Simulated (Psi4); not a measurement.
# MP2/aug-cc-pVDZ run of GaH3O (GaH2(OH))

Aim: the vertical electron affinity of GaH3O (GaH2(OH)) at MP2/aug-cc-pVDZ, from 2 runs. 

The results are computed with Psi4 1.11.

### 1 The molecule

GaH3O has 5 atoms, charge 0, and is taken as a singlet. SMILES: `[H][Ga]([H])[OH]`. Geometry: a GFN2-xTB relaxation, a rough one for these elements and not checked as a minimum.

Bond lengths: Ga1–O4 1.682 Å, Ga1–H2 1.540 Å, Ga1–H3 1.542 Å, O4–H5 0.950 Å. Angles: Ga1–O4–H5 176.5°, H2–Ga1–O4 116.1°, H3–Ga1–O4 117.9°, H2–Ga1–H3 126.0°.

### 2 The energy at MP2/aug-cc-pVDZ

The input, job.json:

```json
{
 "schema_name": "qcschema_input",
 "schema_version": 1,
 "molecule": {
  "schema_name": "qcschema_molecule",
  "schema_version": 2,
  "symbols": ["Ga", "H", "H", "O", "H"],
  "geometry": [0.55516374, 0.92770435, -0.2090604, 3.45209499, 0.71439206, -0.39123, -1.00499415, 3.3671707, -0.53067289, -1.0115326, -1.77135368, 0.39705036, -1.99073199, -3.23791343, 0.73391294],
  "molecular_charge": 0,
  "molecular_multiplicity": 1,
  "fix_symmetry": "c1",
  "fix_com": true,
  "fix_orientation": true
 },
 "driver": "energy",
 "model": {
  "method": "mp2",
  "basis": "aug-cc-pVDZ"
 },
 "keywords": {
  "puream": true,
  "e_convergence": 1e-09,
  "d_convergence": 1e-08,
  "scf_type": "pk",
  "num_frozen_docc": 10,
  "mp2_type": "conv"
 }
}
```

Launch:

```console
$ psi4 --qcschema job.json -n 1 --memory 1600MB
```

stdout:

```text
[...]
  Running in c1 symmetry.
[...]
  Nuclear repulsion =  113.556993976569743
[...]
  Multiplicity = 1
[...]
  Nalpha       = 21
  Nbeta        = 21
[...]
    Number of basis functions: 86
[...]
   @RHF iter   1: -1999.15728944882949   -4.04406e+00   1.33681e-02 ADIIS/DIIS
[...]
   @RHF iter  11: -1999.83471707843091   -1.81899e-12   2.68279e-09 DIIS
[...]
    Orbital Energies [Eh]
    ---------------------
    Doubly Occupied:
       1A   -378.864326     2A    -48.210602     3A    -42.541351
       4A    -42.537836     5A    -42.537658     6A    -20.533943
       7A     -6.418962     8A     -4.515001     9A     -4.509811
      10A     -4.507682    11A     -1.323102    12A     -1.217859
      13A     -1.216943    14A     -1.213567    15A     -1.212986
      16A     -1.194750    17A     -0.717336    18A     -0.529228
      19A     -0.509591    20A     -0.487666    21A     -0.410994
[...]
  @RHF Final Energy: -1999.83471707843091
   => Energetics <=
    Nuclear Repulsion Energy =            113.5569939765697427
    One-Electron Energy =               -3016.3610394072502459
    Two-Electron Energy =                 902.9693283522497040
    Total Energy =                      -1999.8347170784309128
[...]
 Multipole Moments:
 ------------------------------------------------------------------------------------
     Multipole            Electronic (a.u.)      Nuclear  (a.u.)        Total (a.u.)
 ------------------------------------------------------------------------------------
 L = 1.  Multiply by 2.5417464519 to convert [e a0] to [Debye]
 Dipole X            :         -9.7096124            9.5741840           -0.1354284
 Dipole Y            :        -15.5594543           15.4316547           -0.1277996
 Dipole Z            :          3.5251633           -3.4924595            0.0327038
 Magnitude           :                                                    0.1890585
[...]
	SCS-MP2 Total Energy (a.u.)        : -2000.13671934263266
	SOS-MP2 Total Energy (a.u.)        : -2000.11191308473235
	SCSN-MP2 Total Energy (a.u.)       : -1999.96569412014424
[...]
	SOS-PI-MP2 Total Energy (a.u.)     : -2000.15811241911592
[...]
	MP2 Total Energy (a.u.)            : -2000.14013252404948
[...]
```

The result, in JSON:

```text
{
 "driver": "energy",
 "model": {
  "method": "mp2",
  "basis": "aug-cc-pVDZ"
 },
 "success": true,
 "return_result": -2000.1401325240495,
 "properties": {
  "calcinfo_nbasis": 86,
  "calcinfo_nmo": 86,
  "calcinfo_nalpha": 21,
  "calcinfo_nbeta": 21,
  "calcinfo_natom": 5,
  "nuclear_repulsion_energy": 113.55699397656974,
  "return_energy": -2000.1401325240495,
  "scf_one_electron_energy": -3016.3610394072502,
  "scf_two_electron_energy": 902.9693283522497,
  "scf_dipole_moment": [-0.13542840285698077, -0.12779956017780947, 0.032703801699267565],
  "scf_total_energy": -1999.834717078431,
  "scf_iterations": 11,
  "mp2_same_spin_correlation_energy": -0.07441877370073816,
  "mp2_opposite_spin_correlation_energy": -0.23099667191783563,
  "mp2_singles_energy": 0.0,
  "mp2_doubles_energy": -0.30541544561857376,
  "mp2_correlation_energy": -0.30541544561856426,
  "mp2_total_energy": -2000.1401325240495
 }
}
```

Wall time 14 s (1 thread of Intel Xeon Platinum 8488C (Sapphire Rapids), shared host); peak memory 0.48 GiB.

### 3 The doublet anion, same level

The input, gah3o.xyz:

```xyz
5
GaH3O
Ga     0.293780     0.490920    -0.110630
H      1.826770     0.378040    -0.207030
H     -0.531820     1.781830    -0.280820
O     -0.535280    -0.937360     0.210110
H     -1.053450    -1.713430     0.388370
```

The input, run.py:

```python
import psi4

psi4.set_memory(1600000000)
psi4.set_num_threads(1)
psi4.core.set_output_file('psi4.out', False)

with open('gah3o.xyz') as f:
    atoms = ''.join(f.readlines()[2:])
molecule = psi4.geometry('-1 2\n' + atoms + 'symmetry c1')

psi4.set_options({
    'basis': 'aug-cc-pVDZ',
    'reference': 'uhf',
    'puream': True,
    'e_convergence': 1e-09,
    'd_convergence': 1e-08,
    'scf_type': 'pk',
    'num_frozen_docc': 10,
    'mp2_type': 'conv',
    'maxiter': 200,
})

e_tot = psi4.energy('mp2', molecule=molecule)
print('E =', round(e_tot, 9))
```

Launch:

```console
$ python run.py
```

psi4.out:

```text
[...]
  Running in c1 symmetry.
[...]
  Nuclear repulsion =  113.556993935151965
[...]
  Multiplicity = 2
[...]
  Nalpha       = 22
  Nbeta        = 21
[...]
    Number of basis functions: 86
[...]
   @UHF iter   1: -1998.83683735094792   -3.72361e+00   1.45015e-02 ADIIS/DIIS
[...]
   @UHF iter  25: -1999.80032004858458    1.74168e-10   8.42503e-09 DIIS
[...]
   @S^2 Observed:                7.500039550E-01
[...]
    Orbital Energies [Eh]
    ---------------------
    Alpha Occupied:
       1A   -378.766425     2A    -48.112718     3A    -42.443472
       4A    -42.439966     5A    -42.439765     6A    -20.435072
       7A     -6.321053     8A     -4.417128     9A     -4.411883
      10A     -4.409780    11A     -1.224349    12A     -1.119951
      13A     -1.119045    14A     -1.115679    15A     -1.115103
      16A     -1.096578    17A     -0.618680    18A     -0.432304
      19A     -0.410936    20A     -0.388687    21A     -0.313452
      22A      0.034340
    Alpha Virtual:
      23A      0.104724    24A      0.109135    25A      0.126780
[...]
  @UHF Final Energy: -1999.80032004858458
   => Energetics <=
    Nuclear Repulsion Energy =            113.5569939351519650
    One-Electron Energy =               -3020.4472556045302554
    Two-Electron Energy =                 907.0899416207936383
    Total Energy =                      -1999.8003200485845809
  UHF NO Occupations:
  HONO-2 :   20  A 1.9999993
  HONO-1 :   21  A 1.9999990
[...]
 Multipole Moments:
 ------------------------------------------------------------------------------------
     Multipole            Electronic (a.u.)      Nuclear  (a.u.)        Total (a.u.)
 ------------------------------------------------------------------------------------
 L = 1.  Multiply by 2.5417464519 to convert [e a0] to [Debye]
 Dipole X            :          1.3729668           -1.1930445            0.1799224
 Dipole Y            :          2.5235018           -1.9808706            0.5426312
 Dipole Z            :         -0.5592075            0.4467291           -0.1124784
 Magnitude           :                                                    0.5826423
[...]
	SCS-MP2 Total Energy (a.u.)        : -2000.10338408711118
	SOS-MP2 Total Energy (a.u.)        : -2000.07837939661249
	SCSN-MP2 Total Energy (a.u.)       : -1999.93234481441777
[...]
	SOS-PI-MP2 Total Energy (a.u.)     : -2000.12472262128381
[...]
	MP2 Total Energy (a.u.)            : -2000.10705024343724
[...]
```

The script printed:

```text
E = -2000.107050243
```

It took 20 s on 1 thread of Intel Xeon Platinum 8488C (Sapphire Rapids), shared host; peak memory 0.48 GiB.

### 4 Outcome

At MP2/aug-cc-pVDZ, 10 core orbitals frozen:

| quantity | value |
| --- | --- |
| singlet GaH3O: total energy | -2000.14013 Eh |
| singlet GaH3O: HOMO energy (Hartree–Fock orbitals) | -11.18 eV |
| singlet GaH3O: LUMO energy (Hartree–Fock orbitals) | 0.75 eV |
| singlet GaH3O: HOMO–LUMO gap (Hartree–Fock orbitals) | 11.94 eV |
| singlet GaH3O: correlation energy (10 core orbitals frozen) | -305.4 mEh |
| doublet anion: total energy | -2000.10705 Eh |
| doublet anion: HOMO energy (Hartree–Fock orbitals) (highest over α and β) | 0.93 eV |
| doublet anion: LUMO energy (Hartree–Fock orbitals) (lowest over α and β) | 2.85 eV |
| doublet anion: correlation energy (10 core orbitals frozen) | -306.7 mEh |
| doublet anion: ⟨S²⟩ of the reference determinant | 0.750 |
| vertical electron affinity (to the doublet anion) | -0.900 eV |

What this shows: The anion lies 0.90 eV (86.9 kJ/mol) above the neutral: the electron isn't bound at this level, and such a value depends on the basis. The HOMO (doublet anion) lies at positive energy, 0.93 eV: the electron is unbound at this level or held by a compact basis; values depend on the basis.
